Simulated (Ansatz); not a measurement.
# LaGdCl2O2: a single-point run

Aim: a sound single-point run of LaGdCl2O2. The structure is shown as the input types it.

Computed with Ansatz 0.2.0 (DFT PBEsol+U, scalar-relativistic, plane waves, PAW; settings changed, unless a step's input says otherwise).

1 further run of the same task is left out (set aside as unsound or not needed).

### Step 1. The structure to begin with

The structure is tetragonal, space group P4mm (No. 99). The conventional cell has a = 3.997 Å, b = 3.997 Å, c = 6.744 Å, α = 90.00°, β = 90.00°, γ = 90.00°. Cl (site symmetry 4mm) is surrounded by 1 La at 3.07 Å and 4 Gd at 3.12 Å and 4 O at 3.15 Å. Around Cl (site symmetry 4mm) lie 1 Gd at 3.05 Å and 4 La at 3.13 Å. Gd (site symmetry 4mm) has 4 O at 2.29 Å and 5 Cl at 3.05 to 3.12 Å as nearest neighbours. La (site symmetry 4mm) has 4 O at 2.35 Å and 5 Cl at 3.07 to 3.13 Å as nearest neighbours. Around O (site symmetry 2mm) lie 2 Gd at 2.29 Å and 2 La at 2.35 Å.

As a file:

```
CELL_PARAMETERS angstrom
3.99697 0.00000 0.00000
0.00000 3.99697 0.00000
0.00000 0.00000 6.74380
ATOMIC_POSITIONS crystal
Cl 0.00000 0.00000 0.63232
Cl 0.50000 0.50000 0.37633
Gd 0.50000 0.50000 0.82796
La 0.00000 0.00000 0.17648
O 0.50000 0.00000 0.99275
O 0.00000 0.50000 0.99275
```

### Step 2. The calculation

Contents of input.yaml:

```yaml
crystal:
  lattice:
    - [3.9969674813, 0.0, 0.0]
    - [0.0, 3.9969674813, 0.0]
    - [0.0, 0.0, 6.7438042052]
  atoms:
    - { symbol: Cl, position: [0.0, 0.0, 0.632324086] }
    - { symbol: Cl, position: [0.5, 0.5, 0.3763264103] }
    - { symbol: Gd, position: [0.5, 0.5, 0.8279612961], spin: 7.55 }
    - { symbol: La, position: [0.0, 0.0, 0.1764819847] }
    - { symbol: O, position: [0.5, 0.0, 0.9927526114] }
    - { symbol: O, position: [0.0, 0.5, 0.9927526114] }
basis:
  ecutwfc: 420
kpoints:
  mp_grid: { grid: [6, 6, 4] }
hamiltonian:
  xc: pbesol
  hubbard: { sites: [{ species: Gd, l: f, u_eff: 6.0 }] }
scf:
  occupations: { method: gaussian, width: 0.02 }
  lower_state_search: "off"
  convergence: { dr2_threshold: 1.0e-16 }
  max_iter: 50
output:
  forces: true
  eigenvalues: true
  stress: true
magnetization:
  spin_polarized: true
```

The run is started by

```sh
> ansatz run input.yaml --threads 8 --pin off --max-ram 14336MiB --backend cpu --events-out ev --progress --plain --runs-dir out
```

Q: Will this input give a usable result? If not, why, and what should change?

The run converged and reported no error. That alone doesn't make the input a sound one.

In the input, scf.convergence.dr2_threshold is 1.0e-16. What could go wrong: threshold needlessly tight. Once met, so tight a threshold does no harm; it costs cycles.

What to do: set a tolerance that can be met.
